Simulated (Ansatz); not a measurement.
# CH₈GeOSi: a ladder of functionals and wavefunction methods

One table from this session's results is given with a row withheld; the runs are named, their logs left out.

The runs use Ansatz 0.2.0, Gaussian basis; functionals in def2-TZVPP, the program's frozen cores in correlated methods.

The runs, in order: PBE-D4, r2SCAN-D4, PBE0-D4, B3LYP-D4, ωB97X-V, ωB97M-V, B2PLYP; CCSD(T)/def2-TZVPP; MP2/def2-QZVPP; extrapolation to the limit.

## The relaxed structure

All runs share one geometry, relaxed beforehand with PBE0-D4 in a triple-zeta def2 set.

SMILES `O[SiH2][CH2][GeH3]`, 12 atoms, charge 0, spin multiplicity 1.

Atoms are counted from 1 here; the program's logs count them from 0.

Bond lengths: O1–Si2 1.651 Å, O1–H5 0.958 Å, Si2–C3 1.852 Å, Si2–H6 1.491 Å, Si2–H7 1.491 Å, C3–Ge4 1.960 Å, C3–H8 1.094 Å, C3–H9 1.094 Å, Ge4–H10 1.538 Å, Ge4–H11 1.538 Å, Ge4–H12 1.538 Å. Angles: Si2–O1–H5 117.7°, O1–Si2–C3 107.6°, O1–Si2–H6 110.6°, O1–Si2–H7 110.6°, C3–Si2–H6 110.3°, C3–Si2–H7 110.3°, H6–Si2–H7 107.5°, Si2–C3–Ge4 114.0°, Si2–C3–H8 109.5°, Si2–C3–H9 109.5°, Ge4–C3–H8 108.0°, Ge4–C3–H9 108.1°, H8–C3–H9 107.5°, C3–Ge4–H10 110.3°, C3–Ge4–H11 109.9°, C3–Ge4–H12 110.3°, H10–Ge4–H11 108.8°, H10–Ge4–H12 108.8° and more.

The first run:

in.yaml reads:

```yaml
crystal:
  periodic: [false, false, false]
  atoms:
    - {symbol: O, position_ang: [-2.613229, 0.262895, 0.538556]}
    - {symbol: Si, position_ang: [-0.984031, 0.384419, 0.776941]}
    - {symbol: C, position_ang: [-0.146800, -0.338341, -0.708147]}
    - {symbol: Ge, position_ang: [1.810497, -0.292721, -0.621067]}
    - {symbol: H, position_ang: [-3.190162, 0.598008, 1.225805]}
    - {symbol: H, position_ang: [-0.583578, 1.810115, 0.952617]}
    - {symbol: H, position_ang: [-0.576788, -0.351123, 2.008609]}
    - {symbol: H, position_ang: [-0.456330, -1.380233, -0.831238]}
    - {symbol: H, position_ang: [-0.459012, 0.205809, -1.604209]}
    - {symbol: H, position_ang: [2.308434, -1.097450, 0.591785]}
    - {symbol: H, position_ang: [2.404710, -0.904920, -1.901041]}
    - {symbol: H, position_ang: [2.304190, 1.158343, -0.489310]}
basis:
  gaussian: {orbitals: def2-TZVPP}
hamiltonian: {xc: pbe, dispersion: d4}
output: {forces: true, orbitals: {seedname: orbitals}}
```

Started as:

```
> ansatz run in.yaml --threads 4 --pin off --events-out ev --progress --plain --max-ram 10444MiB
```

Steps of the session up to this table: PBE-D4 (GGA); r2SCAN-D4 (meta-GGA); PBE0-D4 (hybrid); B3LYP-D4 (hybrid); ωB97X-V (range-separated); ωB97M-V (range-separated); B2PLYP (double hybrid); CCSD(T) in def2-TZVPP; MP2 in def2-QZVPP.

One table of the session follows, with a row left open; its other results are not shown here.

It belongs to the step «Atomisation energies». 

| method | atomisation energy (kJ/mol) |
| --- | --- |
| PBE-D4 | 3955.2 |
| r2SCAN-D4 | 3967.5 |
| PBE0-D4 | 3924.1 |
| B3LYP-D4 | 3949.7 |
| ωB97X-V | ? |
| ωB97M-V | 3964.6 |
| B2PLYP | 3915.8 |
| HF/def2-TZVPP | 2948.0 |
| MP2/def2-TZVPP | 3908.3 |
| CCSD/def2-TZVPP | 3855.2 |
| CCSD(T)/def2-TZVPP | 3898.1 |
| MP2/CBS | 3998.8 |
| CCSD(T)/CBS | 3988.6 |

Q: Estimate the row for ωB97X-V from the others.

As computed: atomisation energy (kJ/mol): 3986.9. In the column «atomisation energy (kJ/mol)» it lies between r2SCAN-D4 (3967.5) and CCSD(T)/CBS (3988.6).

To keep in mind: Free atoms (1 O, 1 Si, 1 C, 1 Ge, 8 H) were run apart at each level; the atomisation energy is their sum less the molecule, without zero-point or spin-orbit terms.
